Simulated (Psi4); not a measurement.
**DSD-PBEP86/def2-SVPD (core potential, density fitting for correlation) run of SnH3OF (SMILES [OH][SnH2][F])**

Aim: the energy change on altering one bond length of SnH3OF at DSD-PBEP86/def2-SVPD (core potential, density fitting for correlation), from 2 runs. 

The results are computed with Psi4 1.11.

2 further runs of the same task are left out: 2 that didn't finish.

## (1) The molecule

SnH3OF has 6 atoms, charge 0, and is taken as a singlet. SMILES: `[OH][SnH2][F]`. Geometry: relaxed at PBE0-D4/def2-TZVP. This is one conformer, not always the lowest.

Bond lengths: O1–Sn2 1.948 Å, Sn2–F3 1.922 Å, O1–H4 0.960 Å, Sn2–H5 1.701 Å, Sn2–H6 1.692 Å. Angles: O1–Sn2–F3 105.3°, O1–Sn2–H5 111.8°, O1–Sn2–H6 106.0°, F3–Sn2–H5 104.3°, F3–Sn2–H6 107.5°, Sn2–O1–H4 114.0°, H5–Sn2–H6 120.8°.

## (2) The energy at DSD-PBEP86/def2-SVPD (core potential, density fitting for correlation)

The input, run_ase.py:

```python
import numpy as np
from ase.calculators.psi4 import Psi4
from ase import Atoms

mol = Atoms(['O', 'Sn', 'F', 'H', 'H', 'H'], positions=[
    [-1.414400, -0.333000, -0.425000],
    [0.302300, 0.255900, 0.283700],
    [1.409100, -1.315100, 0.302100],
    [-1.368600, -0.685700, -1.316700],
    [1.096100, 1.317100, -0.782100],
    [0.017500, 0.696700, 1.891900],
])
calc = Psi4(atoms=mol, method='dsd-pbep86', basis='def2-SVPD', memory='2200MB', num_threads=1, charge=0, multiplicity=1, label='fh3osn', reference='rks')
calc.psi4.set_options({'puream': True, 'e_convergence': 1e-09, 'd_convergence': 1e-08, 'scf_type': 'pk', 'dft_radial_points': 99, 'dft_spherical_points': 590, 'num_frozen_docc': 6})
mol.calc = calc

print(f'energy: {mol.get_potential_energy():.6f} eV')
```

Run with:

```sh
$ python run_ase.py
```

fh3osn.dat:

```text
[...]
    !!!  WARNING: ECP capability is in beta. Please check occupations closely.  !!!
[...]
  Running in c1 symmetry.
[...]
  Nuclear repulsion =  145.590402924990826
[...]
  Multiplicity = 1
[...]
  Nalpha       = 21
  Nbeta        = 21
[...]
    Number of basis functions: 102
[...]
   @RKS iter   1:  -389.84460846531118   -1.74013e+00   7.08152e-03 ADIIS/DIIS
[...]
   @RKS iter  11:  -390.04661939628488   -8.75389e-12   4.58442e-09 DIIS
[...]
    Orbital Energies [Eh]
    ---------------------
    Doubly Occupied:
       1A    -25.685940     2A    -20.068594     3A     -5.648427
       4A     -3.893494     5A     -3.891876     6A     -3.889882
       7A     -1.380947     8A     -1.290721     9A     -1.270740
      10A     -1.268082    11A     -1.266507    12A     -1.253914
      13A     -1.167501    14A     -0.670961    15A     -0.589942
      16A     -0.539889    17A     -0.537402    18A     -0.514331
      19A     -0.461581    20A     -0.453143    21A     -0.426401
[...]
  @RKS Final Energy:  -390.04661939628488
   => Energetics <=
    Nuclear Repulsion Energy =            145.5904029249908262
    One-Electron Energy =                -911.1672453069210178
    Two-Electron Energy =                 386.5172329378682434
    DFT Exchange-Correlation Energy =     -10.9870099522229285
    Empirical Dispersion Energy =           0.0000000000000000
    VV10 Nonlocal Energy =                  0.0000000000000000
    Total Energy =                       -390.0466193962848820
[...]
 Multipole Moments:
 ------------------------------------------------------------------------------------
     Multipole            Electronic (a.u.)      Nuclear  (a.u.)        Total (a.u.)
 ------------------------------------------------------------------------------------
 L = 1.  Multiply by 2.5417464519 to convert [e a0] to [Debye]
 Dipole X            :          5.5315709           -5.5037722            0.0277986
 Dipole Y            :         16.1390734          -15.1119238            1.0271496
 Dipole Z            :          6.1034990           -6.3430160           -0.2395170
 Magnitude           :                                                    1.0550723
[...]
```

The script printed:

```text
energy: -10621.329747 eV
```

Run time: 15 s. Hardware: 1 thread of AMD EPYC 7R43 (Zen 3), shared host; peak memory 0.86 GiB.

## (3) The distorted shape, same level

The input, input.in:

```
memory 2.2 GB

molecule {
  O     -1.186559    -0.685642    -1.711567
  Sn     0.530141    -0.096742    -1.002867
  F      1.636941    -1.667742    -0.984467
  H     -1.140759    -1.038342    -2.603267
  H      1.323941     0.964458    -2.068667
  H      0.017500     0.696700     1.891900
  units angstrom
  symmetry c1
  no_reorient
  no_com
}

set globals {
  basis                def2-SVPD
  puream               true
  e_convergence        1e-09
  d_convergence        1e-08
  scf_type             pk
  dft_radial_points    99
  dft_spherical_points 590
  num_frozen_docc      6
}

energy("dsd-pbep86")
print_variables()
```

Run with:

```sh
$ psi4 input.in input.out -n 1
```

input.out:

```text
[...]
    !!!  WARNING: ECP capability is in beta. Please check occupations closely.  !!!
[...]
  Running in c1 symmetry.
[...]
  Nuclear repulsion =  141.578661615840048
[...]
  Multiplicity = 1
[...]
  Nalpha       = 21
  Nbeta        = 21
[...]
    Number of basis functions: 102
[...]
   @RKS iter   1:  -389.49162554548826   -1.55284e+00   8.15128e-03 ADIIS/DIIS
[...]
   @RKS iter  12:  -389.91061645846600   -1.28466e-11   6.32909e-09 DIIS
[...]
    Orbital Energies [Eh]
    ---------------------
    Doubly Occupied:
       1A    -25.705244     2A    -20.085797     3A     -5.679899
       4A     -3.924167     5A     -3.923197     6A     -3.921267
       7A     -1.400502     8A     -1.317918     9A     -1.300138
      10A     -1.297600    11A     -1.296984    12A     -1.280685
      13A     -1.185486    14A     -0.672059    15A     -0.604962
      16A     -0.554812    17A     -0.551159    18A     -0.525227
      19A     -0.470763    20A     -0.454206    21A     -0.325826
[...]
  @RKS Final Energy:  -389.91061645846600
   => Energetics <=
    Nuclear Repulsion Energy =            141.5786616158400477
    One-Electron Energy =                -902.2878560460010249
    Two-Electron Energy =                 381.7403227049355792
    DFT Exchange-Correlation Energy =     -10.9417447332405420
    Empirical Dispersion Energy =           0.0000000000000000
    VV10 Nonlocal Energy =                  0.0000000000000000
    Total Energy =                       -389.9106164584659950
[...]
 Multipole Moments:
 ------------------------------------------------------------------------------------
     Multipole            Electronic (a.u.)      Nuclear  (a.u.)        Total (a.u.)
 ------------------------------------------------------------------------------------
 L = 1.  Multiply by 2.5417464519 to convert [e a0] to [Debye]
 Dipole X            :        -32.1996888           32.3214618            0.1217730
 Dipole Y            :         42.3857721          -41.5745833            0.8111888
 Dipole Z            :         88.6503432          -89.5651703           -0.9148271
 Magnitude           :                                                    1.2287248
[...]
```

Run time: 15 s. Hardware: 1 thread of AMD EPYC 7R43 (Zen 3), shared host; peak memory 0.84 GiB.

## (4) Outcome

At DSD-PBEP86/def2-SVPD (core potential, density fitting for correlation), 6 core orbitals frozen:

| quantity | value |
| --- | --- |
| first shape: total energy | -390.32667 Eh |
| first shape: HOMO energy (SCF part's orbitals) | -11.60 eV |
| first shape: LUMO energy (SCF part's orbitals) | 1.06 eV |
| first shape: HOMO–LUMO gap (SCF part's orbitals) | 12.66 eV |
| distorted shape: total energy | -390.20336 Eh |
| distorted shape: HOMO energy (SCF part's orbitals) | -8.87 eV |
| distorted shape: LUMO energy (SCF part's orbitals) | -2.49 eV |
| distorted shape: HOMO–LUMO gap (SCF part's orbitals) | 6.37 eV |
| energy change with the Sn2–H6 bond stretched from 1.692 to 3.045 Å | 3.356 eV |

What this shows: With the Sn2–H6 bond stretched from 1.692 to 3.045 Å the energy rises by 3.36 eV (77 kcal/mol). The first shape isn't relaxed at this level, so the change isn't measured from a minimum. A restricted reference can't describe the breaking bond well at this length.
